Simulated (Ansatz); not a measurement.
Which YAML input does this script hand to the engine? (the Python package of Ansatz (0.2.0))

`c3h5bo_opt.py`:
```python
# -*- coding: utf-8 -*-
"""Geometry optimisation of C3H5BO."""

from dataclasses import dataclass

import ansatz
import numpy as np


@dataclass(frozen=True)
class Settings:
    basis_set: str = "def2-SVP"
    functional: str = "HF"


opts = Settings()

GEOMETRY = """
O    -0.53630   -0.79080   -1.45890
C    -0.52160   -0.41890   -0.11200
B     0.76270   -0.83370    0.46710
C     1.05300    0.74500    0.64670
C    -0.23960    1.01420    0.06550
H    -1.49730   -0.47890   -1.77170
H    -1.36840   -0.77610    0.47540
H     1.43180   -1.81140    0.69990
H     1.78080    1.36260    1.09970
H    -0.78210    1.93690   -0.10880
"""

molecule = ansatz.Crystal.molecule()
for line in GEOMETRY.strip().splitlines():
    symbol, *xyz = line.split()
    molecule = molecule.atom(symbol, [float(v) for v in xyz])

calc = (
    molecule.calculation()
    .basis(gaussian=opts.basis_set)
    .functional(opts.functional)
)
symbols = [site.symbol for site in molecule.cartesian_sites]
start = np.array([site.position_ang for site in molecule.cartesian_sites], dtype=float)
def progress(event):
    if event["event"] == "relax_step":
        row = event["data"]
        print(f"step {row['step']:3d}  E = {row['lagrangian_ev']:.6f} eV  max force {row['allowed_force_max_ev_ang']:.4f} eV/A")


summary = calc.relax(force_tolerance=0.005, max_steps=100).session().plan().execute(on_event=progress).report
end = np.array(summary["positions_ang"])

print(f"E = {summary['free_energy_ev']:.6f} eV = {summary['free_energy_ev'] / 27.211386246:.7f} Ha")
print("converged:", summary["converged"], " doubts:", summary["published_state_doubts"] or "none")

print("bond        before    after (A)")
for i, j in [(0, 1), (0, 5), (1, 2), (1, 4), (1, 6), (2, 3), (2, 7), (3, 4), (3, 8), (4, 9)]:
    d0, d1 = (np.linalg.norm(xyz[i] - xyz[j]) for xyz in (start, end))
    print(f"{symbols[i]}{i}-{symbols[j]}{j}".ljust(10), f"{d0:8.4f} {d1:8.4f}")
```

```console
$ python c3h5bo_opt.py
step   1  E = -5871.463231 eV  max force 5.7665 eV/A
step   2  E = -5872.736860 eV  max force 1.6449 eV/A
step   3  E = -5872.851239 eV  max force 0.6126 eV/A
step   4  E = -5872.868412 eV  max force 0.2699 eV/A
step   5  E = -5872.882761 eV  max force 0.2554 eV/A
step   6  E = -5872.899755 eV  max force 0.4989 eV/A
step   7  E = -5872.919523 eV  max force 0.3341 eV/A
step   8  E = -5872.949453 eV  max force 0.3389 eV/A
step   9  E = -5872.904987 eV  max force 0.7542 eV/A
step  10  E = -5872.960130 eV  max force 0.0505 eV/A
step  11  E = -5872.960683 eV  max force 0.0940 eV/A
step  12  E = -5872.961125 eV  max force 0.0475 eV/A
step  13  E = -5872.961212 eV  max force 0.0083 eV/A
step  14  E = -5872.961219 eV  max force 0.0027 eV/A
E = -5872.961219 eV = -215.8273440 Ha
converged: True  doubts: none
bond        before    after (A)
O0-C1        1.3974   1.3904
O0-H5        1.0577   0.9437
C1-B2        1.4686   1.6025
C1-C4        1.4713   1.5156
C1-H6        1.0907   1.0907
B2-C3        1.6152   1.5213
B2-H7        1.2074   1.1959
C3-C4        1.4426   1.3485
C3-H8        1.0566   1.0797
C4-H9        1.0845   1.0893
```

`input.yaml`:
```yaml
crystal:
  periodic: [false, false, false]
  atoms:
    - { symbol: O, position_ang: [-0.5363, -0.7908, -1.4589] }
    - { symbol: C, position_ang: [-0.5216, -0.4189, -0.112] }
    - { symbol: B, position_ang: [0.7627, -0.8337, 0.4671] }
    - { symbol: C, position_ang: [1.053, 0.745, 0.6467] }
    - { symbol: C, position_ang: [-0.2396, 1.0142, 0.0655] }
    - { symbol: H, position_ang: [-1.4973, -0.4789, -1.7717] }
    - { symbol: H, position_ang: [-1.3684, -0.7761, 0.4754] }
    - { symbol: H, position_ang: [1.4318, -1.8114, 0.6999] }
    - { symbol: H, position_ang: [1.7808, 1.3626, 1.0997] }
    - { symbol: H, position_ang: [-0.7821, 1.9369, -0.1088] }
basis:
  gaussian:
    orbitals: def2-SVP
hamiltonian:
  xc: hf
relax:
  f_tol: 0.005
  max_steps: 100
```

Reading the output:
- Total energies depend on the basis set; only differences at equal settings carry meaning.
- The end point is the stationary point reached from this start; no frequency run checks that it is a minimum, and the basis set is modest.
- It ran for 24 s on 1 thread of Intel(R) Xeon(R) 6975P-C (Granite Rapids), on a shared host, peak memory 0.25 GiB.

(A comment or docstring line of the script was reworded after the run, the code is as it ran; lines on the test bed's own set-up are left out of the output.)
